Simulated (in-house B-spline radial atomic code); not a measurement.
# Mg⁸⁺: G0W0 and RPA against the share of exact exchange in the start

Question: is there a share of exact exchange at which G0W0 leaves the highest level of Mg⁸⁺ where the start put it?

Method: RPA, second order, AC-SOSEX and G0W0 (contour deformation) on a non-relativistic mean field, all electrons; no spin-orbit coupling, Breit or QED terms. Code: an in-house B-spline radial atomic code, version 1.

**1. The atom as given**

```
element                  : magnesium (Z = 12)
charge                   : +8
electrons                : 4
configuration            : [He] 2s2
next ion, run as well    : [He] 2s1
Hamiltonian              : non-relativistic, point nucleus
shares of exact exchange : 0.00, 0.10, 0.20, 0.30, 0.40, 0.50, 0.60, 0.70, 0.80, 0.90, 1.00
```

The outer shells:

Mg8+
```
[He] core
2s [↑↓]
```

**2. Run with 0 % exact exchange**

Input settings:

```ini
Z = 12
electrons = 4.0
configuration = [He] 2s2
hamiltonian = nr
method = pbeh
lmax = 9
exact_exchange_fraction = 0.0
spin_polarised = False
box_radius = 7.7
intervals = 45
```

On the command line:

```
$ python run_gw.py task.json out
```

One command runs all members of the session, one after another, from task.json.

The runs that follow: Run with 10 % exact exchange; Run with 20 % exact exchange; Run with 30 % exact exchange; Run with 40 % exact exchange; Run with 50 % exact exchange; Run with 60 % exact exchange; Run with 70 % exact exchange; Run with 80 % exact exchange; Run with 90 % exact exchange; Run with 100 % exact exchange.

Before running it: what results should come out? Wanted: highest level, mean field; highest level, G0W0; RPA correlation energy; RPA+SOSEX.

The runs gave:

```
                                       quantity                                                          value
highest level, mean field (range over the runs)                                          -324.80 to -308.99 eV
      highest level, G0W0 (range over the runs)                                          -327.59 to -326.68 eV
                         RPA correlation energy                                     -0.3529 to -0.2407 hartree
                                      RPA+SOSEX                                     -0.1794 to -0.1233 hartree
    semi-empirical ionisation energy (2s shell)  327.99 eV (NIST Atomic Spectra Database, ionization energies)
            G0W0 removal energy less that value                                             -1.31 to -0.399 eV
```

G0W0 turns a spread of 15.8 eV among the starts into one of 0.91 eV, 5.8 % of it. Without exact exchange the level is bound too weakly, and G0W0 lowers it by 19 eV. Between 0 and 100 % exact exchange the correction keeps its sign; it is smallest at 100 % (-1.9 eV). The RPA energy is largest in size at 0 % exact exchange and smallest at 100 % exact exchange, 32 % apart; over the runs it loosely follows the gap of the start, as smaller excitation energies give more correlation. The semi-empirical ionisation energy is 327.99 eV; G0W0 misses it by -0.40 eV at best (at 0 % exact exchange) and -1.3 eV at worst (at 100 % exact exchange). Relativity, left out here, binds an s electron more tightly: it works in the direction of closing this gap. As differences of total energies the mean miss over the starts is 3.0 eV for mean field, 1.1 eV for RPA, 2.1 eV for RPA+SOSEX.
